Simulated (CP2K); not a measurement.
Here is a CP2K 2026.2 calculation.

Contents of ptse_scf.inp:

```
&GLOBAL
  PROJECT ptse_scf
  RUN_TYPE ENERGY_FORCE
  PRINT_LEVEL LOW
&END GLOBAL
&FORCE_EVAL
  METHOD QS
  STRESS_TENSOR ANALYTICAL
  &DFT
    BASIS_SET_FILE_NAME BASIS_MOLOPT
    POTENTIAL_FILE_NAME GTH_POTENTIALS
    PLUS_U_METHOD MULLIKEN
    &MGRID
      CUTOFF 450
      REL_CUTOFF 60
      NGRIDS 4
    &END MGRID
    &QS
      METHOD GPW
      EPS_DEFAULT 1.0E-10
    &END QS
    &KPOINTS
      SCHEME MONKHORST-PACK 6 6 6
      GAMMA_CENTERED T
      SYMMETRY T
      SYMMETRY_BACKEND SPGLIB
    &END KPOINTS
    &SCF
      SCF_GUESS ATOMIC
      EPS_SCF 1.0E-6
      MAX_SCF 100
      ADDED_MOS 13
      CHOLESKY OFF
      EPS_EIGVAL 1.0E-7
      &DIAGONALIZATION ON
        ALGORITHM STANDARD
      &END DIAGONALIZATION
      &MIXING ON
        METHOD BROYDEN_MIXING
        ALPHA 0.4
        BETA 1.5
        NBUFFER 8
      &END MIXING
      &SMEAR ON
        METHOD FERMI_DIRAC
        ELECTRONIC_TEMPERATURE [K] 580.226
      &END SMEAR
    &END SCF
    &XC
      &XC_FUNCTIONAL
        &LDA_X
        &END LDA_X
        &LDA_C_PW
        &END LDA_C_PW
      &END XC_FUNCTIONAL
    &END XC
    &PRINT
      &KPOINTS ON
      &END KPOINTS
      &MULLIKEN ON
      &END MULLIKEN
      &MO ON
        ENERGIES T
        OCCUPATION_NUMBERS T
        &EACH
          QS_SCF 0
        &END EACH
        ADD_LAST NUMERIC
      &END MO
      &E_DENSITY_CUBE ON
        STRIDE 1
      &END E_DENSITY_CUBE
      &V_HARTREE_CUBE ON
        STRIDE 1
      &END V_HARTREE_CUBE
      &ELF_CUBE ON
        STRIDE 1
      &END ELF_CUBE
    &END PRINT
  &END DFT
  &SUBSYS
    &CELL
      A 4.2955990677 0.0000000000 0.0000000000
      B 2.1477995338 3.7200979171 0.0000000000
      C 2.1477995338 1.2400326390 3.5073419518
      PERIODIC XYZ
    &END CELL
    &COORD
      SCALED
      Pt  0.0000000000 0.0000000000 0.0000000000
      Se  0.2500000000 0.2500000000 0.2500000000
    &END COORD
    &KIND Pt
      BASIS_SET DZVP-MOLOPT-SR-GTH-q18
      POTENTIAL GTH-PADE-q18
      &DFT_PLUS_U
        L 2
        U_MINUS_J [eV] 8.0
      &END DFT_PLUS_U
    &END KIND
    &KIND Se
      BASIS_SET DZVP-MOLOPT-SR-GTH-q6
      POTENTIAL GTH-PADE-q6
    &END KIND
    &PRINT
      &ATOMIC_COORDINATES ON
      &END ATOMIC_COORDINATES
      &CELL ON
      &END CELL
    &END PRINT
  &END SUBSYS
  &PRINT
    &FORCES ON
    &END FORCES
    &STRESS_TENSOR ON
    &END STRESS_TENSOR
  &END PRINT
&END FORCE_EVAL
```

Potentials or basis: GTH_POTENTIALS Pt GTH-PADE-q18, Se GTH-PADE-q6; DZVP-MOLOPT-SR-GTH basis.

Command:

```bash
$ OMP_NUM_THREADS=1 cp2k.psmp -i ptse_scf.inp -o ptse_scf.out
```

**Question.** Predict the Mulliken charges.

**Answer.** Pt -1.10; Se +1.10 e.

**Question.** Estimate the band gap on the k mesh.

**Answer.** None (metal or under the smearing width).

Caveat: the U term came out negative, which shows unphysical Mulliken occupations; this program's U acts on Mulliken populations of all basis functions of the shell, so it isn't the U of plane-wave codes; energies scatter by some meV and the pressure isn't listed; the basis of atomic orbitals isn't converged, which shifts pressures, moduli and gaps; the real-space grid breaks the cell's symmetry a little; U without spin polarisation on a metal has little footing. The run has no spin-orbit coupling, so splittings on Pt are missing.
